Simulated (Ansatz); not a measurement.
# Cl2GaH: the cost of one run

Method: RKS BHLYP-D4/def2-SVP, in Ansatz 0.2.0.

**1. The starting structure**

Bond lengths: Ga1–H2 1.570 Å, Ga1–Cl3 2.240 Å, Ga1–Cl4 2.240 Å. Angles: H2–Ga1–Cl3 120.0°, H2–Ga1–Cl4 120.0°, Cl3–Ga1–Cl4 120.0°.

Structure file:

```xyz
4

Ga    0.0000    0.0000    0.0000
H     0.0000    0.0000    1.5700
Cl    1.9398    0.0000   -1.1200
Cl   -1.9398    0.0000   -1.1200
```

**2. Preparing the start**

input.yaml reads:

```yaml
crystal:
  periodic: [false, false, false]
  atoms:
    - { symbol: Ga, position_ang: [0.0, 0.0, 0.0] }
    - { symbol: H, position_ang: [0.0, 0.0, 1.57] }
    - { symbol: Cl, position_ang: [1.9398, 0.0, -1.12] }
    - { symbol: Cl, position_ang: [-1.9398, 0.0, -1.12] }
basis:
  gaussian: { orbitals: def2-SVP }
hamiltonian:
  xc: { name: BHLYP }
  dispersion: d4
relax:
  f_tol: 0.02
  max_steps: 40
output:
  orbitals: {}
```

Started as:

```bash
> ansatz run input.yaml --threads 1 --pin off --max-ram 2048MiB --backend cpu --events-out ev --progress --plain --runs-dir out
```

Q: Estimate wall time and peak memory on 1 thread of Arm Neoverse V2, shared host.

About 11 s, with a peak of 0.15 GiB.
